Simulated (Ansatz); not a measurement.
# CH6AlClSi: a ladder of functionals and wavefunction methods

The task here is to estimate one member of a computed series from the others.

Program: Ansatz 0.2.0, Gaussian basis. Level of theory: functionals in def2-TZVPP, the program's frozen cores in correlated methods. These are calculated values, not measurements.

The runs, in order: LDA (SPW92), PBE-D4, revPBE-D4, BLYP-D4, r2SCAN-D4, B97M-V, PBE0-D4, B3LYP-D4, r2SCANh-D4, r2SCAN0-D4, HSE06-D4, BHLYP-D4, CAM-B3LYP-D4, LC-ωPBE, ωB97X-V, ωB97M-V, B2PLYP, PBE-QIDH; CCSD(T)/def2-SVP; CCSD(T)/def2-TZVPP; MP2/def2-QZVPP; extrapolation to the limit; RPA on PBE.

## The geometry

All runs share one geometry, relaxed beforehand with PBE0-D4 in a triple-zeta def2 set.

10 atoms, charge 0, spin multiplicity 1.

Atoms are counted from 1 here; the program's logs count them from 0.

Bond lengths: C1–Si2 1.873 Å, C1–H5 1.092 Å, C1–H6 1.094 Å, C1–H7 1.092 Å, Si2–Al3 2.466 Å, Si2–Cl4 2.082 Å, Si2–H8 1.493 Å, Al3–H9 1.587 Å, Al3–H10 1.591 Å. Angles: Si2–C1–H5 111.3°, Si2–C1–H6 110.0°, Si2–C1–H7 110.3°, H5–C1–H6 108.4°, H5–C1–H7 108.3°, H6–C1–H7 108.4°, C1–Si2–Al3 114.8°, C1–Si2–Cl4 107.8°, C1–Si2–H8 108.2°, Al3–Si2–Cl4 109.0°, Al3–Si2–H8 111.1°, Cl4–Si2–H8 105.5°, Si2–Al3–H9 121.3°, Si2–Al3–H10 119.3°, H9–Al3–H10 119.4°.

The first run:

in.yaml

```yaml
crystal:
  periodic: [false, false, false]
  atoms:
    - {symbol: C, position_ang: [-1.011196, 1.258850, -0.006227]}
    - {symbol: Si, position_ang: [-0.338404, -0.416233, -0.505374]}
    - {symbol: Al, position_ang: [1.823142, -1.011048, 0.520931]}
    - {symbol: Cl, position_ang: [-1.753598, -1.852295, 0.015387]}
    - {symbol: H, position_ang: [-1.152775, 1.322977, 1.074389]}
    - {symbol: H, position_ang: [-0.316934, 2.047023, -0.311124]}
    - {symbol: H, position_ang: [-1.973480, 1.439583, -0.490313]}
    - {symbol: H, position_ang: [-0.256098, -0.460761, -1.995180]}
    - {symbol: H, position_ang: [1.968193, -2.284563, 1.456046]}
    - {symbol: H, position_ang: [3.094451, -0.094733, 0.244464]}
basis:
  gaussian: {orbitals: def2-TZVPP}
hamiltonian: {xc: lda}
output: {orbitals: {seedname: orbitals}}
```

Launch:

```console
ansatz run in.yaml --threads 2 --pin off --events-out ev --progress --plain --max-ram 4352MiB
```

Steps of the session up to this table: LDA; PBE-D4 (GGA); revPBE-D4 (GGA); BLYP-D4 (GGA); r2SCAN-D4 (meta-GGA); B97M-V (meta-GGA); B3LYP-D4 (hybrid); r2SCANh-D4 (hybrid); r2SCAN0-D4 (hybrid); HSE06-D4 (hybrid); BHLYP-D4 (hybrid); CAM-B3LYP-D4 (range-separated); LC-ωPBE (range-separated); ωB97X-V (range-separated); ωB97M-V (range-separated); B2PLYP (double hybrid); PBE-QIDH (double hybrid).

One table of the session follows, with a row left open; its other results are not shown here.

It belongs to the step «Frontier levels by functional». 

```
  functional  HOMO (eV)  LUMO (eV)  gap (eV)
 LDA (SPW92)          ?          ?         ?
      PBE-D4      -6.21      -2.96      3.25
   revPBE-D4      -6.17      -2.86      3.32
     BLYP-D4      -6.08      -2.83      3.25
   r2SCAN-D4      -6.46      -2.72      3.74
      B97M-V      -6.54      -2.93      3.60
     PBE0-D4      -7.32      -2.21      5.11
    B3LYP-D4      -7.13      -2.40      4.73
  r2SCANh-D4      -6.86      -2.46      4.41
  r2SCAN0-D4      -7.47      -2.08      5.40
    HSE06-D4      -6.92      -2.58      4.34
    BHLYP-D4      -8.34      -1.43      6.90
CAM-B3LYP-D4      -8.59      -1.27      7.32
     LC-ωPBE      -9.87      -0.19      9.69
     ωB97X-V      -9.56      -0.31      9.25
     ωB97M-V      -9.31      -0.59      8.72
```

**Question.** Estimate the row for LDA (SPW92).

**Answer.** HOMO (eV): -6.28; LUMO (eV): -3.19; gap (eV): 3.09. In the column «HOMO (eV)» it lies between r2SCAN-D4 (-6.46) and PBE-D4 (-6.21).
